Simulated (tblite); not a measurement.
# C4H12B2O: the cost of one run

Computed with tblite 0.8.0 and PySCF 2.14.0; each step states its level. No surroundings beyond the atoms listed, unless a continuum is named. Atoms count from 0, parts from 1.

## 1. Starting point

19 atoms, charge 0, multiplicity 1; geometry: distance geometry start.

## 2. Geometry optimisation with GFN2-xTB

The job: settings as JSON, then the geometry in Å.

```
{"job": {"kind": "relax", "xc": "GFN2-xTB", "basis": "xTB"}, "charge": 0, "multiplicity": 1}
C      1.398663     1.670162     0.175423
B      1.234256     0.092413    -0.074421
C      2.645729    -0.693397    -0.136704
O      0.060825    -0.531782     0.531032
B     -1.159726    -0.298464    -0.273817
C     -2.244880     0.745775     0.223713
C     -1.785459    -1.625532    -0.875885
H      1.422043     1.785973     1.284930
H      0.481920     2.126931    -0.253547
H      2.342547     2.051401    -0.260445
H      3.328235    -0.083141    -0.759357
H      3.044475    -0.675397     0.878115
H      2.534747    -1.705405    -0.531456
H     -3.084404     0.697041    -0.546042
H     -1.858040     1.773924     0.230170
H     -2.639695     0.432965     1.200866
H     -2.080567    -2.271728    -0.023889
H     -0.975131    -2.080427    -1.508685
H     -2.624575    -1.380641    -1.532876
```

Method: GFN2-xTB geometry optimisation, gas phase.

On the command line:

```sh
$ OMP_NUM_THREADS=1 python cluster_run.py task.json out
```

One launch serves the whole session: the jobs run in the order shown.

**Question.** How long does this first job take on 1 thread of Intel Xeon Platinum 8259CL at 2.50GHz, shared host?

About 4.9 s.
